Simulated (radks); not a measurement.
# Ga inside a hard spherical wall

An exercise on one series of results from a longer session: the logs are not shown, and one member is left open.

Method: non-relativistic Kohn-Sham, PBE, spin-polarised, spherical densities, point nucleus; open shells are filled with parallel spins first. Code: radks (a radial shooting solver on a logarithmic mesh, Libxc functionals) version 1.

**The system**

```
element       : gallium (Z = 31)
charge        : 0
electrons     : 31
configuration : [Ar] 3d10 4s2 4p1
```

Outer shells as boxes (Hund's rule):

Ga
```
[Ar] core
3d [↑↓][↑↓][↑↓][↑↓][↑↓]
4s [↑↓]
4p [↑ ][  ][  ]
```

The first run:

Input:

```text
Z 31
configuration [Ar] 3d10 4s2 4p1 5s0 4d0 5p0
relativity non-relativistic
functional pbe,pbe
spin polarised
nucleus point
```

Steps of the session up to this table: The free atom; Wall at 15 bohr; Wall at 12 bohr; Wall at 10 bohr; Wall at 6 bohr; Wall at 3.5 bohr; Wall at 3 bohr; Wall at 2.5 bohr; Wall at 2 bohr; Wall at 1.5 bohr.

One table of the session follows, with a row left open; its other results are not shown here.

| R (bohr) | E − E(free) (eV) | ε(4p) (eV) | ε(5s, empty) (eV) | ε(5p, empty) (eV) | ε(4d, empty) (eV) |
| --- | --- | --- | --- | --- | --- |
| free | 0.000 | -2.907 | - | - | - |
| 15 | 0.000 | -2.906 | -0.368 | 0.604 | 0.883 |
| 12 | 0.004 | -2.891 | -0.055 | 1.315 | 1.357 |
| 10 | ? | ? | ? | ? | ? |
| 6 | 0.919 | -1.538 | 7.783 | 12.670 | 6.617 |
| 3.5 | 17.606 | 9.558 | 49.462 | 60.211 | 26.816 |
| 3 | 36.170 | 18.603 | 79.360 | 92.254 | 40.272 |
| 2.5 | 81.362 | 37.300 | 136.37 | 151.64 | 65.080 |
| 2 | 210.89 | 82.062 | 259.40 | 275.94 | 116.95 |
| 1.5 | 689.75 | 213.58 | 579.71 | 588.76 | 248.50 |

Estimate the missing values for R (bohr) = 10.

Worked estimate for «E − E(free) (eV)». A straight line through the neighbours (12, 0.004) and (6, 0.919) gives 0.004 + (0.919 − 0.004) × (10 − 12) / (6 − 12) = 0.309; a parabola fitted to 4 rows on both sides gives -3.407.

The run gave: E − E(free) (eV): 0.022; ε(4p) (eV): -2.835; ε(5s, empty) (eV): 0.568; ε(5p, empty) (eV): 2.480; ε(4d, empty) (eV): 2.009. In «E − E(free) (eV)» the line misses by +0.287 and the parabola by -3.429. Between these rows the values bend or scatter more than so simple an estimate can follow.

Shells are not refilled when levels cross, and a hard wall is a model, not a crystal.
